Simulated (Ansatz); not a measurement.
# C2H7AlBF: a ladder of functionals and wavefunction methods

How much do the methods differ for C2H7AlBF? The plan is to run it at one geometry with functionals of several rungs and with coupled cluster. The yardstick is the atomisation energy at the CCSD(T) limit.

Computed with Ansatz 0.2.0, Gaussian basis. Level: functionals in def2-TZVPP, the program's frozen cores in correlated methods.

Levels to be run: PBE-D4, r2SCAN-D4, PBE0-D4, B3LYP-D4, ωB97X-V, ωB97M-V, B2PLYP; CCSD(T)/def2-TZVPP; MP2/def2-QZVPP; extrapolation to the limit.

**1. The relaxed structure**

An earlier PBE0-D4 in a triple-zeta def2 set relaxation fixed the geometry.

12 atoms, charge 0, spin multiplicity 1.

Atoms are counted from 1 here; the program's logs count them from 0.

Bond lengths: B1–C3 1.538 Å, B1–H6 1.227 Å, B1–H7 1.193 Å, Al2–C4 1.959 Å, Al2–F5 1.658 Å, Al2–H8 1.584 Å, C3–C4 1.538 Å, C3–H9 1.114 Å, C3–H10 1.095 Å, C4–H11 1.093 Å, C4–H12 1.094 Å. Angles: C3–B1–H6 117.9°, C3–B1–H7 126.9°, H6–B1–H7 115.1°, C4–Al2–F5 120.4°, C4–Al2–H8 122.6°, F5–Al2–H8 116.8°, B1–C3–C4 113.9°, B1–C3–H9 98.2°, B1–C3–H10 114.6°, C4–C3–H9 109.5°, C4–C3–H10 115.0°, H9–C3–H10 103.6°, Al2–C4–C3 102.6°, Al2–C4–H11 115.8°, Al2–C4–H12 109.7°, C3–C4–H11 112.2°, C3–C4–H12 109.7°, H11–C4–H12 106.8°.

As a file:

```csv
atom,x (Å),y (Å),z (Å)
B1,-0.6596,0.6293,1.2072
Al2,-0.4033,-1.4441,-0.6929
C3,0.3406,1.0653,0.1237
C4,1.0242,-0.1062,-0.6019
F5,-0.1966,-2.9378,-0.0042
H6,-1.1920,-0.4698,1.0882
H7,-1.0384,1.2769,2.1350
H8,-1.7321,-1.2173,-1.5242
H9,-0.3790,1.5608,-0.5671
H10,1.0108,1.8778,0.4235
H11,1.4531,0.1967,-1.5604
H12,1.8495,-0.4870,0.0070
```

**2. PBE-D4 (GGA)**

Contents of in.yaml:

```yaml
crystal:
  periodic: [false, false, false]
  atoms:
    - {symbol: B, position_ang: [-0.659632, 0.629296, 1.207176]}
    - {symbol: Al, position_ang: [-0.403277, -1.444074, -0.692886]}
    - {symbol: C, position_ang: [0.340600, 1.065306, 0.123683]}
    - {symbol: C, position_ang: [1.024153, -0.106189, -0.601923]}
    - {symbol: F, position_ang: [-0.196626, -2.937819, -0.004224]}
    - {symbol: H, position_ang: [-1.192048, -0.469774, 1.088245]}
    - {symbol: H, position_ang: [-1.038398, 1.276865, 2.134983]}
    - {symbol: H, position_ang: [-1.732130, -1.217333, -1.524234]}
    - {symbol: H, position_ang: [-0.379016, 1.560828, -0.567053]}
    - {symbol: H, position_ang: [1.010774, 1.877826, 0.423544]}
    - {symbol: H, position_ang: [1.453131, 0.196700, -1.560382]}
    - {symbol: H, position_ang: [1.849470, -0.487030, 0.006971]}
basis:
  gaussian: {orbitals: def2-TZVPP}
hamiltonian: {xc: pbe, dispersion: d4}
output: {forces: true, orbitals: {seedname: orbitals}}
```

On the command line:

```
ansatz run in.yaml --threads 4 --pin off --events-out ev --progress --plain --max-ram 10444MiB
```

The runs that follow: r2SCAN-D4 (meta-GGA); PBE0-D4 (hybrid); B3LYP-D4 (hybrid); ωB97X-V (range-separated); ωB97M-V (range-separated); B2PLYP (double hybrid); CCSD(T) in def2-TZVPP; MP2 in def2-QZVPP.

Q: Predict the results of all the runs planned. Wanted: atomisation energy, CCSD(T)/CBS; farthest; mean size of error, hybrid; mean size of error, range-separated; gap, smallest and largest; T1 diagnostic; triples share of the correlation energy.

The runs gave:

```
                               quantity                                 value
        atomisation energy, CCSD(T)/CBS                       1053.0 kcal/mol
functionals within 5.3 kcal/mol (0.5 %)   PBE0-D4, B3LYP-D4, ωB97X-V, ωB97M-V
                               farthest               PBE-D4 (+11.8 kcal/mol)
             mean size of error, hybrid                          0.5 kcal/mol
    mean size of error, range-separated                          3.7 kcal/mol
              gap, smallest and largest  3.38 eV (PBE-D4), 10.22 eV (ωB97X-V)
                          T1 diagnostic                                0.0114
triples share of the correlation energy                                 3.3 %
```

**Reading.** PBE-D4 is off by +11.8 kcal/mol. Double hybrids carry the basis error of their MP2 part in triple zeta, and no dispersion term here, so their miss is partly the set-up's. The reference freezes the cores and leaves out relativity and excitations past (T), so misses under about 5.3 kcal/mol can't be ranked. Hartree-Fock recovers 77 % of the binding; the rest is correlation. Orbital gaps span 3.4 to 10.2 eV; exact exchange widens them.
